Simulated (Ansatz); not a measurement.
# Sc2BP3: the cost of one run

Computed with Ansatz 0.2.0 (DFT PBE, scalar-relativistic, plane waves, PAW, unless a step's input says otherwise).

## Step 1: The system as given

It takes space group P4_2/mnm (No. 136, tetragonal). Conventional cell: a = 6.954 Å, b = 6.954 Å, c = 4.443 Å, α = 90.00°, β = 90.00°, γ = 90.00°. Sc (site symmetry m2m) is surrounded by 1 B at 1.76 Å. Around B (site symmetry mmm) lie 2 Sc at 1.76 Å. P (site symmetry -4) is surrounded by 2 P at 2.22 Å. P (site symmetry mmm) has 2 B at 2.22 Å as nearest neighbours.

As a file:

```cif
data_structure
_symmetry_space_group_name_H-M 'P4_2/mnm'
_symmetry_Int_Tables_number 136
_cell_length_a 6.9544
_cell_length_b 6.9544
_cell_length_c 4.4431
_cell_angle_alpha 90.000
_cell_angle_beta 90.000
_cell_angle_gamma 90.000
_cell_volume 214.89
loop_
_atom_site_label
_atom_site_type_symbol
_atom_site_symmetry_multiplicity
_atom_site_Wyckoff_symbol
_atom_site_fract_x
_atom_site_fract_y
_atom_site_fract_z
_atom_site_occupancy
Sc1 Sc 4 g 0.82107 0.17893 0.00000 1
B1 B 2 a 0.00000 0.00000 0.00000 1
P1 P 4 d 0.00000 0.50000 0.25000 1
P2 P 2 b 0.00000 0.00000 0.50000 1
```

Recipe of the guess: random cell by space group and Wyckoff sites (P4_2/mnm, No. 136). Lengths come from tabulated atomic sizes and are only a guess.

## Step 2: The guess as it stands, on a coarse mesh

File input.yaml:

```yaml
crystal:
  lattice:
    - [6.95441343, 0.0, 0.0]
    - [0.0, 6.95441343, 0.0]
    - [0.0, 0.0, 4.44314244]
  atoms:
    - { symbol: Sc, position: [0.82107102, 0.17892898, 0.0] }
    - { symbol: Sc, position: [0.17892898, 0.82107102, 0.0] }
    - { symbol: Sc, position: [0.32107102, 0.32107102, 0.5] }
    - { symbol: Sc, position: [0.67892898, 0.67892898, 0.5] }
    - { symbol: B, position: [0.0, 0.0, 0.0] }
    - { symbol: B, position: [0.5, 0.5, 0.5] }
    - { symbol: P, position: [0.0, 0.5, 0.25] }
    - { symbol: P, position: [0.0, 0.5, 0.75] }
    - { symbol: P, position: [0.5, 0.0, 0.25] }
    - { symbol: P, position: [0.5, 0.0, 0.75] }
    - { symbol: P, position: [0.0, 0.0, 0.5] }
    - { symbol: P, position: [0.5, 0.5, 0.0] }
basis:
  ecutwfc: 420
kpoints:
  mp_grid: { grid: [4, 4, 4] }
hamiltonian:
  xc: pbe
scf:
  occupations: { method: gaussian, width: 0.1 }
  lower_state_search: "off"
output:
  forces: true
  stress: true
  eigenvalues: true
```

Command:

```sh
> ansatz run input.yaml --threads 1 --pin off --max-ram 2560MiB --backend cpu --events-out ev --progress --plain --runs-dir out
```

Q: Estimate wall time and peak memory on 1 thread of Intel Xeon 6975P-C (Granite Rapids), shared host.

About 6.3 s, with a peak of 0.58 GiB.
